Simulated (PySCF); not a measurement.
**C6H17PSi2: NMR shifts in solvents**

The runs use PySCF 2.14.0, with density-fitted response routines of our own; the level of theory stands in each step. All values are computed, except where a source is named. Atoms are numbered from 0 throughout.

### Step 1. The starting structure

26 atoms, charge 0, multiplicity 1; geometry from: GFN2-xTB.

Bonds of the start (Å): C0–C1 1.53, C1–C2 1.53, C1–C3 1.53, C1–C4 1.54, C4–C5 1.53, C5–Si6 1.91, Si6–P7 2.24, P7–Si8 2.24, Si8–C4 1.93, C0–H9 1.09, C0–H10 1.09, C0–H11 1.09, C2–H12 1.09, C2–H13 1.09, C2–H14 1.09, C3–H15 1.09, C3–H16 1.09, C3–H17 1.09, C4–H18 1.10, C5–H19 1.09, C5–H20 1.09, Si6–H21 1.47, Si6–H22 1.46, P7–H23 1.38, Si8–H24 1.47, Si8–H25 1.47.

### Step 2. Geometry optimisation at PBE0-D3(BJ)/def2-SVP

The job: settings as JSON, then the geometry in Å.

```
{"job": {"xc": "PBE0", "basis": "def2-SVP", "d3": "d3bj", "grid": 1, "kind": "geom"}, "charge": 0, "multiplicity": 1}
C     -1.575786     1.120538    -0.732721
C     -1.190513     0.021840     0.258740
C     -1.992667    -1.239863    -0.071063
C     -1.581657     0.474691     1.672214
C      0.317675    -0.308576     0.204846
C      1.234690     0.890395     0.480104
Si     3.074766     0.369146     0.413243
P      3.154158    -1.158345    -1.223118
Si     0.918980    -1.206067    -1.391601
H     -2.655384     1.256741    -0.730726
H     -1.121046     2.071176    -0.465881
H     -1.270213     0.856885    -1.741666
H     -3.054185    -1.066385     0.094649
H     -1.852903    -1.526958    -1.109763
H     -1.680767    -2.069506     0.559154
H     -1.105641     1.416179     1.934298
H     -1.297484    -0.273069     2.409899
H     -2.658514     0.618974     1.733296
H      0.495647    -1.031795     1.013770
H      1.059697     1.667952    -0.266176
H      1.010166     1.329493     1.452516
H      3.471735    -0.292724     1.660432
H      3.941590     1.519440     0.149172
H      3.345383    -0.248558    -2.241046
H      0.512635    -2.613750    -1.417680
H      0.478593    -0.555239    -2.631618
```

On the command line:

```sh
$ OMP_NUM_THREADS=1 python probes_run.py task.json out
```

One launch serves the whole session: the jobs run in the order shown.

Q: Estimate the wall time and peak memory of this first job on 1 thread of Arm Neoverse V1, shared host.

About 6.7 min, with a peak of 0.99 GiB.
